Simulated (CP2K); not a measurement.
**GeS (germanium sulfide) at PM6**

What is the energy change on altering one bond length of GeS (germanium sulfide) at PM6? 

Program for the calculation: CP2K 2026.2.

1 further run of the same task is left out (it didn't finish).

### 1 The system as given

GeS: 2 atoms, total charge 0, spin state singlet. As SMILES, `[S+]#[Ge-]`. The bond length is the measured one.

Bond lengths: S1–Ge2 2.012 Å.

### 2 A single-point energy at PM6

The input, mol.inp:

```
&GLOBAL
  PROJECT mol
  RUN_TYPE ENERGY
  PRINT_LEVEL MEDIUM
&END GLOBAL

&FORCE_EVAL
  METHOD QS
  &DFT
    CHARGE 0
    MULTIPLICITY 1
    &QS
      METHOD PM6
      EPS_DEFAULT 1.0E-10
      &SE
        &COULOMB
          CUTOFF [angstrom] 50
          RC_RANGE [angstrom] 0
        &END COULOMB
        &EXCHANGE
          CUTOFF [angstrom] 50
          RC_RANGE [angstrom] 0
        &END EXCHANGE
      &END SE
    &END QS
    &POISSON
      PERIODIC NONE
      POISSON_SOLVER ANALYTIC
    &END POISSON
    &SCF
      SCF_GUESS ATOMIC
      EPS_SCF 1.0E-06
      MAX_SCF 80
      ADDED_MOS 4
      &DIAGONALIZATION
        ALGORITHM STANDARD
      &END DIAGONALIZATION
      &MIXING
        METHOD DIRECT_P_MIXING
        ALPHA 0.4
      &END MIXING
    &END SCF
    &PRINT
      &MOMENTS
        PERIODIC F
        REFERENCE COM
        MAX_MOMENT 1
      &END MOMENTS
      &MO ON
        ENERGIES T
        OCCUPATION_NUMBERS T
        NDIGITS 6
        &EACH
          QS_SCF 0
        &END EACH
        ADD_LAST NUMERIC
      &END MO
      &HIRSHFELD OFF
      &END HIRSHFELD
    &END PRINT
  &END DFT
  &SUBSYS
    &CELL
      ABC [angstrom] 12 12 14
      PERIODIC NONE
    &END CELL
    &COORD
      S      0.000000     0.000000     0.000000
      Ge     0.000000     0.000000     2.012086
    &END COORD
    &TOPOLOGY
      &CENTER_COORDINATES
      &END CENTER_COORDINATES
    &END TOPOLOGY
  &END SUBSYS
&END FORCE_EVAL
```

The run is started by

```sh
$ OMP_NUM_THREADS=1 cp2k.psmp -i mol.inp -o mol.out
```

Standard output, cut to the lines that bear on the results:

```text
CP2K| version string:                                       CP2K version 2026.2
[...]
 GLOBAL| Method name                                                        CP2K
[...]
 GLOBAL| Run type                                                         ENERGY
[...]
                             - Atoms:                                          2
[...]
                             - Spherical basis functions:                     13
[...]
 Number of electrons:                                                         10
[...]
     1 P_Mix/Diag. 0.40E+00    0.0     0.85427699        -8.0692421586 -8.07E+00
[...]
    18 DIIS/Diag.  0.34E-06    0.0     0.00000091        -9.3200976146 -1.70E-11
  *** SCF run converged in    18 steps ***
  Core-core repulsion energy [eV]:                            134.32172072810067
  Core Hamiltonian energy [eV]:                              -385.66367547906367
  Two-electron integral energy [eV]:                           -4.54159804142705
  Electronic energy [eV]:                                    -387.93447449977720
  Total energy [eV]:                                         -253.61275377167655
  Atomic reference energy [eV]:                               255.17608181529130
  Heat of formation [kcal/mol]:                                36.05120398305663
[...]
 SE_DIPOLE| Moment [Debye]          0.00000000      -0.00000000      -2.65834243
 SE_DIPOLE| Derivative [a.u.]       0.00000000       0.00000000       0.00000000
 ENERGY| Total FORCE_EVAL ( QS ) energy [hartree]             -9.320097614608132
[...]
```

Run time: 0.26 s. Hardware: 1 thread of Arm Neoverse V1, shared host.

### 3 The distorted shape

The input, mol.inp:

```
&force_eval
   method QUICKSTEP
   &dft
      charge 0
      multiplicity 1
      &qs
         method PM6
         eps_default 1.0E-10
         &se
            &coulomb
               cutoff [angstrom] 50
               rc_range [angstrom] 0
            &end coulomb
            &exchange
               cutoff [angstrom] 50
               rc_range [angstrom] 0
            &end exchange
         &end se
      &end qs
      &poisson
         periodic NONE
         poisson_solver ANALYTIC
      &end poisson
      &scf
         scf_guess ATOMIC
         eps_scf 1.0E-06
         max_scf 80
         added_mos 4
         &diagonalization
            algorithm STANDARD
         &end diagonalization
         &mixing
            method DIRECT_P_MIXING
            alpha 0.4
         &end mixing
      &end scf
      &print
         &moments
            periodic F
            reference COM
            max_moment 1
         &end moments
         &mo ON
            energies T
            occupation_numbers T
            ndigits 6
            &each
               qs_scf 0
            &end each
            add_last NUMERIC
         &end mo
         &hirshfeld OFF
         &end hirshfeld
      &end print
   &end dft
   &subsys
      &cell
         abc [angstrom] 12 12 15
         periodic NONE
      &end cell
      &coord
         S      0.000000     0.000000    -1.006014
         Ge     0.000000     0.000000     2.012086
      &end coord
      &topology
         &center_coordinates
         &end center_coordinates
      &end topology
   &end subsys
&end force_eval

&global
   project mol
   run_type ENERGY
   print_level MEDIUM
&end global
```

The run is started by

```sh
$ OMP_NUM_THREADS=1 cp2k.psmp -i mol.inp -o mol.out
```

Standard output, cut to the lines that bear on the results:

```text
CP2K| version string:                                       CP2K version 2026.2
[...]
 GLOBAL| Method name                                                        CP2K
[...]
 GLOBAL| Run type                                                         ENERGY
[...]
                             - Atoms:                                          2
[...]
                             - Spherical basis functions:                     13
[...]
 Number of electrons:                                                         10
[...]
     1 P_Mix/Diag. 0.40E+00    0.0     0.99598966        -8.2043042075 -8.20E+00
[...]
    22 DIIS/Diag.  0.13E-06    0.0     0.00000037        -9.1556116059 -5.72E-13
  *** SCF run converged in    22 steps ***
  Core-core repulsion energy [eV]:                             99.42360250133400
  Core Hamiltonian energy [eV]:                              -381.39854671474063
  Two-electron integral energy [eV]:                           65.67616472939740
  Electronic energy [eV]:                                    -348.56046435004197
  Total energy [eV]:                                         -249.13686184870795
  Atomic reference energy [eV]:                               255.17608181529130
  Heat of formation [kcal/mol]:                               139.26773194091069
[...]
 SE_DIPOLE| Moment [Debye]         -0.00000000       0.00000000     -10.11784943
 SE_DIPOLE| Derivative [a.u.]       0.00000000       0.00000000       0.00000000
 ENERGY| Total FORCE_EVAL ( QS ) energy [hartree]             -9.155611605864031
[...]
```

Wall time 0.26 s (1 thread of Arm Neoverse V1, shared host).

### 4 Outcome

Level: PM6.

```
                                                          quantity           value
                                         first shape: total energy     -9.32010 Eh
                                        first shape: dipole moment          2.66 D
                                          first shape: HOMO energy        -8.73 eV
                                          first shape: LUMO energy        -1.28 eV
                                        first shape: HOMO–LUMO gap         7.45 eV
                                    first shape: heat of formation   36.1 kcal/mol
                                     distorted shape: total energy     -9.15561 Eh
                                    distorted shape: dipole moment         10.12 D
                                      distorted shape: HOMO energy        -7.35 eV
                                      distorted shape: LUMO energy        -2.46 eV
                                    distorted shape: HOMO–LUMO gap         4.89 eV
                                distorted shape: heat of formation  139.3 kcal/mol
energy change with the S1–Ge2 bond stretched from 2.012 to 3.018 Å        4.476 eV
```

With the S1–Ge2 bond stretched from 2.012 to 3.018 Å the energy rises by 4.48 eV (432 kJ/mol). The first shape isn't relaxed at this level, so the change isn't measured from a minimum. A restricted reference can't describe the breaking bond well at this length.
